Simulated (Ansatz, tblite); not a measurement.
# The cluster Al₃Ga₂+: a ladder of methods and basis sets

How do method and basis change the picture of the cluster Al₃Ga₂+ (singlet)?

Program: Ansatz 0.2.0, Gaussian basis. Level of theory: as each input shows. These are calculated values, not measurements.

Plan: GFN1-xTB, GFN2-xTB, PBE-D4/def2-TZVP, r2SCAN-D4/def2-TZVP, HF/def2-TZVP, CAM-B3LYP-D4/def2-TZVP, revPBE-D4/def2-TZVP, PBE-D4/def2-SVP, PBE0-D4/def2-SVP, HF/STO-3G, CCSD(T)/def2-TZVPP, MP2/def2-TZVP.

4 further runs of the same task are left out: 4 set aside as unsound or not needed. Runs told in other sessions of the task aren't counted.

## 1. The structure

The singlet was relaxed beforehand with r2SCAN-D4/def2-SVP. At that level it is the lowest of the isomers that a small search found.

5 atoms, charge 1, spin multiplicity 1.

Bond lengths: Al1–Al2 2.552 Å, Al1–Ga5 2.411 Å, Al2–Ga4 2.417 Å, Al2–Ga5 2.766 Å, Al3–Ga4 2.568 Å, Al3–Ga5 2.402 Å. Angles: Al2–Al1–Ga5 67.7°, Al1–Al2–Ga4 130.8°, Al1–Al2–Ga5 53.7°, Ga4–Al2–Ga5 77.1°, Ga4–Al3–Ga5 81.3°, Al2–Ga4–Al3 103.4°, Al1–Ga5–Al2 58.6°, Al1–Ga5–Al3 156.8°, Al2–Ga5–Al3 98.2°.

The ion is computed in the gas phase, without counter-ions or solvent.

PBE0-D4/def2-TZVP was run before; its log isn't repeated, and its numbers join the tables.

## 2. GFN1-xTB

Tight binding, by tblite at 300 K electronic temperature and without a spin-polarisation term:

```python
tblite.interface.Calculator('GFN1-xTB', numbers, positions, charge=1, uhf=0).singlepoint()
```

Energy -161.4042 eV, HOMO -11.46 eV, LUMO -10.69 eV; 0.005 s.

## 3. GFN2-xTB

Tight binding, by tblite at 300 K electronic temperature and without a spin-polarisation term:

```python
tblite.interface.Calculator('GFN2-xTB', numbers, positions, charge=1, uhf=0).singlepoint()
```

Energy -132.6983 eV, HOMO -11.75 eV, LUMO -11.61 eV; 0.012 s.

## 4. PBE-D4/def2-TZVP

start.molden holds the orbitals of an earlier run on this state, given as this run's starting guess.

The input, in.yaml:

```yaml
crystal:
  periodic: [false, false, false]
  atoms:
    - {symbol: Al, position_ang: [0.085187, 2.114076, -1.499979]}
    - {symbol: Al, position_ang: [-0.268053, -0.411033, -1.599647]}
    - {symbol: Al, position_ang: [0.209390, -0.708469, 2.273884]}
    - {symbol: Ga, position_ang: [-0.226452, -2.081254, 0.147463]}
    - {symbol: Ga, position_ang: [0.199938, 1.086680, 0.678288]}
basis:
  gaussian: {orbitals: def2-TZVP, initial_orbitals: start.molden}
total_charge: 1
hamiltonian: {xc: pbe, dispersion: d4}
scf: {omitted_lower_state_checks: [starts]}
output: {forces: true, orbitals: {seedname: orbitals}}
```

On the command line:

```
$ ansatz run in.yaml --threads 4 --pin off --events-out ev --progress --plain --max-ram 4787MiB
```

What it wrote:

```text
Functional definition: PBE
  name "PBE"
  cite "Perdew, Burke & Ernzerhof, Phys. Rev. Lett. 77, 3865 (1996) doi:10.1103/PhysRevLett.77.3865"
  parent pbe
  parameter kappa = 0.804
  parameter beta = 0.06672455060314922
  exchange = pbe_x(kappa = kappa, mu = beta*pi^2/3)
  correlation = pbe_c(beta = beta)
these checks for a lower state are left out or cut short: starts
1513 factors; their error is unknown
mean field evaluation 1: about -124513.6389 eV, gradient 1.5e1 eV
mean field evaluation 2: about -124513.8072 eV, gradient 2.4e-1 eV
mean field evaluation 4: about -124513.7756 eV, gradient 3.4e-2 eV
mean field -124513.77556439 eV, -4575.7968535231 hartree, gradient 4.2e-5 eV, S^2 0.000000; 0 other end points of the search recorded, 0 dependent functions left out
the calculation of the forces begins
reference -124513.77560017 eV, -4575.7968548378 hartree; 50, 50 occupied and 157, 157 virtual orbitals, 1513 factors
Total energy: -124514.04297186 eV, -4575.8066805664 hartree
Atom 0 at     0.085187     2.114076    -1.499979 Å, force     0.008536     0.217682    -0.159562 eV/Å
Atom 1 at    -0.268053    -0.411033    -1.599647 Å, force    -0.032099    -0.053136    -0.187973 eV/Å
Atom 2 at     0.209390    -0.708469     2.273884 Å, force     0.030809    -0.016679     0.255079 eV/Å
Atom 3 at    -0.226452    -2.081254     0.147463 Å, force    -0.031699    -0.239749    -0.027725 eV/Å
Atom 4 at     0.199938     1.086680     0.678288 Å, force     0.024453     0.091882     0.120181 eV/Å
Dipole moment:     0.012446     0.114491    -0.109821 e Å
Checks for a lower state left out: starts
```

It took 2.3 s on 4 threads of Arm Neoverse V2, shared host.

From the report: HOMO -9.01 eV, LUMO -8.42 eV.

## 5. r2SCAN-D4/def2-TZVP

Edit in.yaml of step 4 so:

```diff
@@ -11,4 +11,4 @@
 total_charge: 1
-hamiltonian: {xc: pbe, dispersion: d4}
+hamiltonian: {xc: r2scan, dispersion: d4}
 scf: {omitted_lower_state_checks: [starts]}
-output: {forces: true, orbitals: {seedname: orbitals}}
+output: {orbitals: {seedname: orbitals}}
```

The command is unchanged.

What it wrote:

```text
Functional definition: r2SCAN
  name "r2SCAN"
  cite "Furness, Kaplan, Ning, Perdew & Sun, J. Phys. Chem. Lett. 11, 8208 (2020) doi:10.1021/acs.jpclett.0c02405"
  cite "Furness, Kaplan, Ning, Perdew & Sun, J. Phys. Chem. Lett. 11, 9248 (2020) doi:10.1021/acs.jpclett.0c03077"
  parent r2scan
  parameter k0 = 0.174
  parameter k1 = 0.065
  parameter a1 = 4.9479
  exchange = r2scan_x(k0 = k0, k1 = k1, a1 = a1)
  correlation = r2scan_c
these checks for a lower state are left out or cut short: starts
1513 factors; their error is unknown
mean field evaluation 1: about -124537.0527 eV, gradient 9.8e0 eV
mean field evaluation 2: about -124537.1428 eV, gradient 1.5e-1 eV
mean field evaluation 4: about -124537.1030 eV, gradient 6.8e-4 eV
mean field -124537.10298028 eV, -4576.6541202450 hartree, gradient 1.3e-5 eV, S^2 0.000000; 0 other end points of the search recorded, 0 dependent functions left out
reference -124537.10299111 eV, -4576.6541206431 hartree; 50, 50 occupied and 157, 157 virtual orbitals, 1513 factors
Total energy: -124537.15180066 eV, -4576.6559143608 hartree
Checks for a lower state left out: starts
```

It took 5.5 s on 4 threads of Arm Neoverse V2, shared host.

From the report: HOMO -9.17 eV, LUMO -8.46 eV.

## 6. HF/def2-TZVP

Edit in.yaml of step 5 so:

```diff
@@ -11,3 +11,3 @@
 total_charge: 1
-hamiltonian: {xc: r2scan, dispersion: d4}
+hamiltonian: {xc: hf}
 scf: {omitted_lower_state_checks: [starts]}
```

Launched as before.

What it wrote:

```text
Functional definition: HF
  name "HF"
  cite "Fock, Z. Phys. 61, 126 (1930) doi:10.1007/BF01340294"
  parent pbe
  exchange = exact_x
  correlation = 0
these checks for a lower state are left out or cut short: starts
1915 factors; their error is unknown
mean field evaluation 1: about -124406.3689 eV, gradient 4.1e1 eV
mean field evaluation 2: about -124407.5083 eV, gradient 1.8e0 eV
mean field evaluation 4: about -124407.5606 eV, gradient 1.3e-3 eV
mean field evaluation 8: about -124409.3198 eV, gradient 2.1e-5 eV
mean field -124409.31981120 eV, -4571.9581753960 hartree, gradient 7.4e-6 eV, S^2 0.000000; 0 other end points of the search recorded, 0 dependent functions left out
reference -124409.31981120 eV, -4571.9581753960 hartree; 50, 50 occupied and 157, 157 virtual orbitals, 1915 factors
Total energy: -124409.31981120 eV, -4571.9581753960 hartree
Checks for a lower state left out: starts
```

Run time: 7.5 s. Hardware: 4 threads of Arm Neoverse V2, shared host; peak memory 1.1 GiB.

Report: HOMO -10.32 eV, LUMO -5.28 eV.

## 7. CAM-B3LYP-D4/def2-TZVP

Edit in.yaml of step 6 so:

```diff
@@ -11,3 +11,3 @@
 total_charge: 1
-hamiltonian: {xc: hf}
+hamiltonian: {xc: {name: CAM-B3LYP}, dispersion: d4}
 scf: {omitted_lower_state_checks: [starts]}
```

Same command.

What it wrote, cut to the lines that bear on the results:

```text
Functional definition: CAM-B3LYP
  name "CAM-B3LYP"
  cite "Yanai, Tew & Handy, Chem. Phys. Lett. 393, 51 (2004) doi:10.1016/j.cplett.2004.06.011"
  cite "Iikura, Tsuneda, Yanai & Hirao, J. Chem. Phys. 115, 3540 (2001) doi:10.1063/1.1383587"
  cite "Becke, Phys. Rev. A 38, 3098 (1988) doi:10.1103/PhysRevA.38.3098"
  cite "Lee, Yang & Parr, Phys. Rev. B 37, 785 (1988) doi:10.1103/PhysRevB.37.785"
  cite "Vosko, Wilk & Nusair, Can. J. Phys. 58, 1200 (1980) doi:10.1139/p80-159"
[...]
  # Exact exchange under (alpha + beta erf(omega r))/r, Becke's under what is left of 1/r.
[...]
1583 factors; their error is unknown
380 factors; integrals over basis functions are off by at most 1.5e-5 eV
[...]
mean field -124545.34480632 eV, -4576.9570017653 hartree, gradient 2.1e-5 eV, S^2 0.000000; 0 other end points of the search recorded, 0 dependent functions left out
reference -124545.34491723 eV, -4576.9570058415 hartree; 50, 50 occupied and 157, 157 virtual orbitals, 1583 factors
Total energy: -124545.59855824 eV, -4576.9663269767 hartree
Checks for a lower state left out: starts
```

It took 8 s on 4 threads of Arm Neoverse V2, shared host; peak memory 0.97 GiB.

From the report: HOMO -10.25 eV, LUMO -6.95 eV.

## 8. revPBE-D4/def2-TZVP

Edit in.yaml of step 7 so:

```diff
@@ -11,3 +11,3 @@
 total_charge: 1
-hamiltonian: {xc: {name: CAM-B3LYP}, dispersion: d4}
+hamiltonian: {xc: {name: revPBE}, dispersion: d4}
 scf: {omitted_lower_state_checks: [starts]}
```

Launched as before.

What it wrote:

```text
Functional definition: revPBE
  name "revPBE"
  cite "Zhang & Yang, Phys. Rev. Lett. 80, 890 (1998) doi:10.1103/PhysRevLett.80.890"
  cite "Perdew, Burke & Ernzerhof, Phys. Rev. Lett. 77, 3865 (1996) doi:10.1103/PhysRevLett.77.3865"
  parameter kappa = 1.245
  parameter beta = 0.06672455060314922
  exchange = pbe_x(kappa = kappa, mu = beta*pi^2/3)
  correlation = pbe_c(beta = beta)
these checks for a lower state are left out or cut short: starts
1513 factors; their error is unknown
mean field evaluation 1: about -124528.4941 eV, gradient 1.2e1 eV
mean field evaluation 2: about -124528.6191 eV, gradient 1.9e-1 eV
mean field evaluation 4: about -124528.5872 eV, gradient 7.6e-4 eV
mean field -124528.58720521 eV, -4576.3411712833 hartree, gradient 7.8e-6 eV, S^2 0.000000; 0 other end points of the search recorded, 0 dependent functions left out
reference -124528.58724966 eV, -4576.3411729170 hartree; 50, 50 occupied and 157, 157 virtual orbitals, 1513 factors
Total energy: -124529.04727722 eV, -4576.3580786179 hartree
Checks for a lower state left out: starts
```

Wall time 2.3 s (4 threads of Arm Neoverse V2, shared host).

From the report: HOMO -8.96 eV, LUMO -8.37 eV.

## 9. PBE-D4/def2-SVP

Edit in.yaml of step 8 so:

```diff
@@ -9,5 +9,5 @@
 basis:
-  gaussian: {orbitals: def2-TZVP, initial_orbitals: start.molden}
+  gaussian: {orbitals: def2-SVP, initial_orbitals: start.molden}
 total_charge: 1
-hamiltonian: {xc: {name: revPBE}, dispersion: d4}
+hamiltonian: {xc: pbe, dispersion: d4}
 scf: {omitted_lower_state_checks: [starts]}
```

Launched as before.

What it wrote:

```text
Functional definition: PBE
  name "PBE"
  cite "Perdew, Burke & Ernzerhof, Phys. Rev. Lett. 77, 3865 (1996) doi:10.1103/PhysRevLett.77.3865"
  parent pbe
  parameter kappa = 0.804
  parameter beta = 0.06672455060314922
  exchange = pbe_x(kappa = kappa, mu = beta*pi^2/3)
  correlation = pbe_c(beta = beta)
these checks for a lower state are left out or cut short: starts
1289 factors; their error is unknown
mean field evaluation 1: about -124493.1691 eV, gradient 9.5e0 eV
mean field evaluation 2: about -124493.3350 eV, gradient 1.9e-1 eV
mean field evaluation 4: about -124493.2510 eV, gradient 7.8e-4 eV
mean field -124493.25095148 eV, -4575.0425879107 hartree, gradient 1.2e-5 eV, S^2 0.000000; 0 other end points of the search recorded, 0 dependent functions left out
reference -124493.25098630 eV, -4575.0425891903 hartree; 50, 50 occupied and 68, 68 virtual orbitals, 1289 factors
Total energy: -124493.51835800 eV, -4575.0524149189 hartree
Checks for a lower state left out: starts
```

Run time: 1.1 s. Hardware: 4 threads of Arm Neoverse V2, shared host.

From the report: HOMO -9.08 eV, LUMO -8.51 eV.

## 10. PBE0-D4/def2-SVP

Edit in.yaml of step 9 so:

```diff
@@ -11,3 +11,3 @@
 total_charge: 1
-hamiltonian: {xc: pbe, dispersion: d4}
+hamiltonian: {xc: pbe0, dispersion: d4}
 scf: {omitted_lower_state_checks: [starts]}
```

Launched as before.

What it wrote:

```text
Functional definition: PBE0
  name "PBE0"
  cite "Adamo & Barone, J. Chem. Phys. 110, 6158 (1999) doi:10.1063/1.478522"
  cite "Perdew, Burke & Ernzerhof, Phys. Rev. Lett. 77, 3865 (1996) doi:10.1103/PhysRevLett.77.3865"
  parent pbe
  parameter a = 0.25
  parameter kappa = 0.804
  parameter beta = 0.06672455060314922
  exchange = (1 - a)*pbe_x(kappa = kappa, mu = beta*pi^2/3) + a*exact_x
  correlation = pbe_c(beta = beta)
these checks for a lower state are left out or cut short: starts
1112 factors; integrals over basis functions are off by at most 1.0e-3 eV
mean field evaluation 1: about -124496.3968 eV, gradient 4.4e0 eV
mean field evaluation 2: about -124496.4509 eV, gradient 5.3e-2 eV
mean field evaluation 4: about -124496.4789 eV, gradient 1.6e-4 eV
mean field -124496.47889588 eV, -4575.1612126793 hartree, gradient 9.9e-6 eV, S^2 0.000000; 0 other end points of the search recorded, 0 dependent functions left out
reference -124496.47892177 eV, -4575.1612136307 hartree; 50, 50 occupied and 68, 68 virtual orbitals, 1112 factors
Total energy: -124496.71101148 eV, -4575.1697427702 hartree
Checks for a lower state left out: starts
```

It took 1.8 s on 4 threads of Arm Neoverse V2, shared host.

HOMO -9.61 eV, LUMO -7.97 eV.

## 11. HF/STO-3G

Edit in.yaml of step 10 so:

```diff
@@ -9,5 +9,5 @@
 basis:
-  gaussian: {orbitals: def2-SVP, initial_orbitals: start.molden}
+  gaussian: {orbitals: STO-3G}
 total_charge: 1
-hamiltonian: {xc: pbe0, dispersion: d4}
+hamiltonian: {xc: hf}
 scf: {omitted_lower_state_checks: [starts]}
```

Same command.

What it wrote:

```text
Functional definition: HF
  name "HF"
  cite "Fock, Z. Phys. 61, 126 (1930) doi:10.1007/BF01340294"
  parent pbe
  exchange = exact_x
  correlation = 0
these checks for a lower state are left out or cut short: starts
632 factors; integrals over basis functions are off by at most 1.1e-4 eV
mean field evaluation 1: about -122950.1393 eV, gradient 2.1e1 eV
mean field evaluation 2: about -122950.1570 eV, gradient 2.1e1 eV
mean field evaluation 4: about -122952.6295 eV, gradient 1.4e1 eV
mean field evaluation 8: about -122954.2966 eV, gradient 2.7e0 eV
mean field evaluation 16: about -122954.7771 eV, gradient 3.5e-1 eV
mean field evaluation 32: about -122955.5065 eV, gradient 2.2e-2 eV
mean field -122955.50383859 eV, -4518.5314238342 hartree, gradient 8.9e-6 eV, S^2 0.000000; 0 other end points of the search recorded, 0 dependent functions left out
reference -122955.50383859 eV, -4518.5314238342 hartree; 50, 50 occupied and 13, 13 virtual orbitals, 632 factors
Total energy: -122955.50383859 eV, -4518.5314238342 hartree
Checks for a lower state left out: starts
```

Wall time 1.4 s (4 threads of Arm Neoverse V2, shared host).

From the report: HOMO -6.62 eV, LUMO -1.50 eV.

## 12. CCSD(T)/def2-TZVPP

Edit in.yaml of step 11 so:

```diff
@@ -9,5 +9,5 @@
 basis:
-  gaussian: {orbitals: STO-3G}
+  gaussian: {orbitals: def2-TZVPP, initial_orbitals: start.molden}
 total_charge: 1
-hamiltonian: {xc: hf}
+correlation: {method: ccsd_t}
 scf: {omitted_lower_state_checks: [starts]}
```

Same command.

What it wrote, cut to the lines that bear on the results:

```text
Functional definition: HF
  name "HF"
  cite "Fock, Z. Phys. 61, 126 (1930) doi:10.1007/BF01340294"
  parent pbe
[...]
1435 factors; integrals over basis functions are off by at most 8.6e-4 eV
[...]
mean field -124409.32721676 eV, -4571.9584475450 hartree, gradient 5.5e-6 eV, S^2 0.000000; 2 other end points of the search recorded, 0 dependent functions left out; unrestricted orbitals would lower it
[...]
determinant -124409.32721676 eV, -4571.9584475450 hartree, with singles and doubles -124427.07451419 eV, -4572.6106486962 hartree
determinant -124408.11450607 eV, -4571.9138812492 hartree, with singles and doubles -124425.41040145 eV, -4572.5494936808 hartree
determinant -124407.33968422 eV, -4571.8854070714 hartree, with singles and doubles -124425.15741679 eV, -4572.5401966663 hartree
33 core orbitals not correlated: weight in the atoms' cores, before any rotation towards them, 1.000 or more for the frozen orbitals, at most 0.000 for the correlated occupied ones
reference -124409.32721676 eV, -4571.9584475450 hartree; 17, 17 occupied and 172, 172 virtual orbitals, 1435 factors
second order -18.19958507 eV of doubles, -0.00000000 eV of singles
cycle   1  -17.54624471 eV  change   -4.4e-1 eV  update   3.4e-2
[...]
cycle  14  -17.60574602 eV  change   -3.4e-5 eV  update   2.8e-5
perturbative correction -1.57927079 eV, -0.0580371311 hartree
Total energy: -124428.51223357 eV, -4572.6634839089 hartree
Checks for a lower state left out: starts
```

It took 85 s on 4 threads of Arm Neoverse V2, shared host; peak memory 2.9 GiB.

Hartree-Fock HOMO -10.32 eV, LUMO -5.28 eV; T1 0.029. Doubts: large T1 diagnostic, restricted state is unstable towards broken spin symmetry.

## 13. MP2/def2-TZVP

Edit in.yaml of step 12 so:

```diff
@@ -9,5 +9,5 @@
 basis:
-  gaussian: {orbitals: def2-TZVPP, initial_orbitals: start.molden}
+  gaussian: {orbitals: def2-TZVP, initial_orbitals: start.molden}
 total_charge: 1
-correlation: {method: ccsd_t}
+correlation: {method: mp2}
 scf: {omitted_lower_state_checks: [starts]}
```

The command is unchanged.

What it wrote, cut to the lines that bear on the results:

```text
Functional definition: HF
  name "HF"
  cite "Fock, Z. Phys. 61, 126 (1930) doi:10.1007/BF01340294"
  parent pbe
[...]
1346 factors; integrals over basis functions are off by at most 9.3e-4 eV
[...]
mean field -124409.32122627 eV, -4571.9582273987 hartree, gradient 2.5e-6 eV, S^2 0.000000; 0 other end points of the search recorded, 0 dependent functions left out; unrestricted orbitals would lower it
[...]
33 core orbitals not correlated: weight in the atoms' cores, before any rotation towards them, 1.000 or more for the frozen orbitals, at most 0.000 for the correlated occupied ones
reference -124409.32122627 eV, -4571.9582273987 hartree; 17, 17 occupied and 157, 157 virtual orbitals, 1346 factors
second order -18.11030746 eV of doubles, -0.00000000 eV of singles
Total energy: -124427.43153372 eV, -4572.6237689221 hartree
Checks for a lower state left out: starts
```

Run time: 6 s. Hardware: 4 threads of Arm Neoverse V2, shared host; peak memory 0.63 GiB.

Hartree-Fock HOMO -10.32 eV, LUMO -5.28 eV. Doubts: restricted state is unstable towards broken spin symmetry.

## 14. Levels side by side

| level | functions | HOMO (eV) | LUMO (eV) | gap (eV) | time |
| --- | --- | --- | --- | --- | --- |
| HF/STO-3G | 63 | -6.62 | -1.50 | 5.12 | 1.4 s |
| HF/def2-TZVP | 207 | -10.32 | -5.28 | 5.04 | 7.5 s |
| PBE-D4/def2-SVP | 118 | -9.08 | -8.51 | 0.57 | 1.1 s |
| PBE-D4/def2-TZVP | 207 | -9.01 | -8.42 | 0.59 | 2.3 s |
| revPBE-D4/def2-TZVP | 207 | -8.96 | -8.37 | 0.59 | 2.3 s |
| r2SCAN-D4/def2-TZVP | 207 | -9.17 | -8.46 | 0.71 | 5.5 s |
| PBE0-D4/def2-SVP | 118 | -9.61 | -7.97 | 1.65 | 1.8 s |
| PBE0-D4/def2-TZVP | 207 | -9.55 | -7.87 | 1.68 | 4.9 s |
| CAM-B3LYP-D4/def2-TZVP | 207 | -10.25 | -6.95 | 3.30 | 8 s |

The pieces so far (eV):

| basis | HF | MP2 correlation | CCSD correlation | (T) | total |
| --- | --- | --- | --- | --- | --- |
| def2-TZVPP | -124409.3272 | -18.1996 | -17.6057 | -1.5793 | -124428.5122 |
| def2-TZVP | -124409.3212 | -18.1103 |  |  | -124427.4315 (MP2) |

## 15. Results

```
                                                                  quantity                           value
gap in def2-TZVP, named functionals and Hartree-Fock, smallest and largest  0.59 eV (PBE-D4), 5.04 eV (HF)
                                    correlation energy, CCSD(T)/def2-TZVPP                       -19.19 eV
                                         correlation energy, MP2/def2-TZVP                       -18.11 eV
                           PBE0 total energy, smallest basis above largest  20.40 eV (def2-SVP, def2-TZVP)
```

What this shows: Orbital gaps of the named functionals and Hartree-Fock in def2-TZVP span 0.59 eV (PBE-D4) to 5.04 eV (HF); exact exchange widens it. Notes on CCSD(T)/def2-TZVPP: large T1 diagnostic.

The slowest run with a step of its own, CCSD(T)/def2-TZVPP, took 85 s; the quickest functional in def2-TZVP took 2.3 s (shared host).
